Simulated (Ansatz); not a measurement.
# SiGeS3: the cost of one run

Program: Ansatz 0.2.0. Level of theory: DFT PBE, scalar-relativistic, plane waves, PAW. These are calculated values, not measurements.

1 further run of the same task is left out (it didn't finish).

### Step 1. The system as given

The structure is trigonal, space group R-3m (No. 166). Conventional cell: a = 6.400 Å, b = 6.400 Å, c = 9.193 Å, α = 90.00°, β = 90.00°, γ = 120.00°. Si (site symmetry -3m) has 6 S at 2.40 Å in its first shell of neighbours. Around Ge (site symmetry -3m) lie 12 S at 3.20 to 3.58 Å. S (site symmetry 2/m) is surrounded by 2 Si at 2.40 Å and 4 Ge at 3.20 to 3.58 Å and 8 S at 3.20 to 3.58 Å.

As a file:

```
Si Ge S
1.0
     3.20020    1.84763    3.06420
    -3.20020    1.84763    3.06420
     0.00000   -3.69527    3.06420
Si Ge S
1 1 3
Direct
  0.00000 0.00000 0.00000
  0.50000 0.50000 0.50000
  0.00000 0.00000 0.50000
  0.50000 0.00000 0.00000
  0.00000 0.50000 0.00000
```

A structure generator made this guess: random cell by space group and Wyckoff sites (R-3m, No. 166). Its size is a rough estimate.

### Step 2. A first look at the guess

input.yaml

```yaml
crystal:
  lattice:
    - [3.20019537, 1.84763366, 3.06420241]
    - [-3.20019537, 1.84763366, 3.06420241]
    - [0.0, -3.69526732, 3.06420241]
  atoms:
    - { symbol: Si, position: [0.0, 0.0, 0.0] }
    - { symbol: Ge, position: [0.5, 0.5, 0.5] }
    - { symbol: S, position: [0.0, 0.0, 0.5] }
    - { symbol: S, position: [0.5, 0.0, 0.0] }
    - { symbol: S, position: [0.0, 0.5, 0.0] }
basis:
  ecutwfc: 420
kpoints:
  mp_grid: { grid: [6, 6, 6] }
hamiltonian:
  xc: pbe
scf:
  occupations: { method: gaussian, width: 0.1 }
  lower_state_search: "off"
output:
  forces: true
  stress: true
  eigenvalues: true
```

The run is started by

```console
ansatz run input.yaml --threads 1 --pin off --max-ram 2560MiB --backend cpu --events-out ev --progress --plain --runs-dir out
```

Q: Estimate wall time and peak memory on 1 thread of Intel Xeon at 2.50GHz (Skylake/Cascade Lake), shared host.

About 9.6 s, with a peak of 0.41 GiB.
